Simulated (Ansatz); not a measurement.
# CH3ClFInO: basis-set convergence

One table from this session's results is given with a row withheld; the runs are named, their logs left out.

Method: one geometry, several basis sets; program: Ansatz 0.2.0, Gaussian basis.

Plan: PBE0-D4/def2-SVP; ωB97M-V/def2-SVP; PBE0-D4/def2-QZVPP; ωB97M-V/def2-QZVPP; the functionals' def2-TZVPP values are taken from earlier runs.

## The relaxed structure

All runs share one geometry, relaxed beforehand with PBE0-D4 in a triple-zeta def2 set. In takes the def2 core potential; no spin-orbit term is included.

SMILES `C[O][In]([F])[Cl]`, 8 atoms, charge 0, spin multiplicity 1.

Atoms are counted from 1 here; the program's logs count them from 0.

Bond lengths: C1–O2 1.414 Å, C1–H6 1.094 Å, C1–H7 1.096 Å, C1–H8 1.096 Å, O2–In3 1.955 Å, In3–F4 1.941 Å, In3–Cl5 2.283 Å. Angles: O2–C1–H6 107.7°, O2–C1–H7 111.2°, O2–C1–H8 113.5°, H6–C1–H7 108.2°, H6–C1–H8 108.1°, H7–C1–H8 108.1°, C1–O2–In3 121.4°, O2–In3–F4 115.3°, O2–In3–Cl5 126.0°, F4–In3–Cl5 118.7°.

The first run:

File in.yaml:

```yaml
crystal:
  periodic: [false, false, false]
  atoms:
    - {symbol: C, position_ang: [-0.532272, -0.379153, 1.217436]}
    - {symbol: O, position_ang: [0.134123, 0.686478, 0.569258]}
    - {symbol: In, position_ang: [0.636138, 0.575038, -1.316882]}
    - {symbol: F, position_ang: [0.321051, -1.144495, -2.159218]}
    - {symbol: Cl, position_ang: [1.583977, 2.244214, -2.553708]}
    - {symbol: H, position_ang: [-0.296978, -0.318987, 2.284100]}
    - {symbol: H, position_ang: [-1.618612, -0.295192, 1.101482]}
    - {symbol: H, position_ang: [-0.227406, -1.367913, 0.857532]}
basis:
  gaussian: {orbitals: def2-SVP}
hamiltonian: {xc: pbe0, dispersion: d4}
output: {orbitals: {seedname: orbitals}}
```

On the command line:

```
$ ansatz run in.yaml --threads 4 --pin off --events-out ev --progress --plain --max-ram 10444MiB
```

Steps of the session up to this table: PBE0-D4 in def2-SVP; ωB97M-V in def2-SVP; PBE0-D4 in def2-QZVPP; ωB97M-V in def2-QZVPP.

One table of the session follows, with a row left open; its other results are not shown here.

It belongs to the step «Density functionals: the series». 

| functional | basis | HOMO (eV) | LUMO (eV) |
| --- | --- | --- | --- |
| PBE0-D4 | def2-SVP | -8.14 | -2.46 |
| PBE0-D4 | def2-TZVPP | -8.31 | -2.61 |
| PBE0-D4 | def2-QZVPP | -8.35 | -2.66 |
| ωB97M-V | def2-SVP | -10.50 | -0.40 |
| ωB97M-V | def2-TZVPP | ? | ? |
| ωB97M-V | def2-QZVPP | -10.74 | -0.79 |

**Question.** Estimate the row for ωB97M-V, def2-TZVPP.

As computed: HOMO (eV): -10.70; LUMO (eV): -0.64. In the column «HOMO (eV)» it lies between ωB97M-V, def2-QZVPP (-10.74) and ωB97M-V, def2-SVP (-10.50).
